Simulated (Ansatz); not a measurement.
Task: a rigid torsion scan of CH4FSeSi, SMILES C[Si](F)[SeH], with the Ansatz DFT code, driven from Python. Give the script and its output. Settings (for the species named): PBE0, def2-SVP basis, multiplicity 2.

```tsv
atom	x (Å)	y (Å)	z (Å)
C	-0.1126	1.1790	-0.3951
Si	0.0019	-0.2689	0.7041
F	1.5766	-0.4174	1.1889
Se	-0.5422	-2.1273	-0.4426
H	-1.2141	1.3168	-0.7526
H	0.1416	2.1511	0.1470
H	0.5187	1.0996	-1.2908
H	-0.2778	-2.9901	0.7852
```

The script, `torsion_ch4fsesi.py`:
```python
"""Rigid torsion scan of CH4FSeSi."""

import ansatz as az
from ase import Atoms

atoms = Atoms(["C", "Si", "F", "Se", "H", "H", "H", "H"], positions=[
    [-0.1126, 1.179, -0.3951],
    [0.0019, -0.2689, 0.7041],
    [1.5766, -0.4174, 1.1889],
    [-0.5422, -2.1273, -0.4426],
    [-1.2141, 1.3168, -0.7526],
    [0.1416, 2.1511, 0.147],
    [0.5187, 1.0996, -1.2908],
    [-0.2778, -2.9901, 0.7852],
])

# relax first, so that the scan starts from a minimum
first = (
    az.Crystal.molecule_from_ase(atoms).calculation()
    .basis(gaussian="def2-SVP")
    .functional("pbe0")
    .spin("collinear", total=1)
    .accuracy("medium")
    .relax(force_tolerance=0.02, max_steps=80)
)
atoms.positions = first.run().report["positions_ang"]

start = atoms.get_dihedral(4, 0, 1, 2)
energies = {}
for turn in range(0, 360, 40):
    turned = atoms.copy()
    turned.set_dihedral(4, 0, 1, 2, start + turn, indices=[1, 2, 3, 7])
    calculation = (
        az.Crystal.molecule_from_ase(turned).calculation()
        .basis(gaussian="def2-SVP")
        .functional("pbe0")
        .spin("collinear", total=1)
        .accuracy("medium")
    )
    energies[round((start + turn) % 360)] = calculation.run().report["free_energy_ev"]
floor = min(energies.values())
print("dihedral H4-C0-Si1-F2 (deg)   E - E(min) (kcal/mol)")
for angle, e in sorted(energies.items()):
    print(f"{angle:8d} {23.060548 * (e - floor):14.3f}  " + "#" * int(30 * (e - floor) / max(max(energies.values()) - floor, 1e-9)))
```

```console
$ python torsion_ch4fsesi.py
dihedral H4-C0-Si1-F2 (deg)   E - E(min) (kcal/mol)
      20          0.807  ############################
      60          0.019
     100          0.814  #############################
     140          0.775  ###########################
     180          0.000
     220          0.813  #############################
     260          0.792  ############################
     300          0.018
     340          0.841  ##############################
```

What to keep in mind:
- These settings explore the input space; basis and method may be short of convergence.
- The scan is rigid and the energies are electronic, in a modest basis. With rigid groups the curve can differ much from the relaxed path, the start wasn't checked as a minimum of this torsion, and equivalent turns needn't return to the same energy.
- The species is open-shell (spin multiplicity 2).
- Hardware and time: 3.2 min on 1 thread of Arm Neoverse N1, on a shared host, peak memory 0.38 GiB.
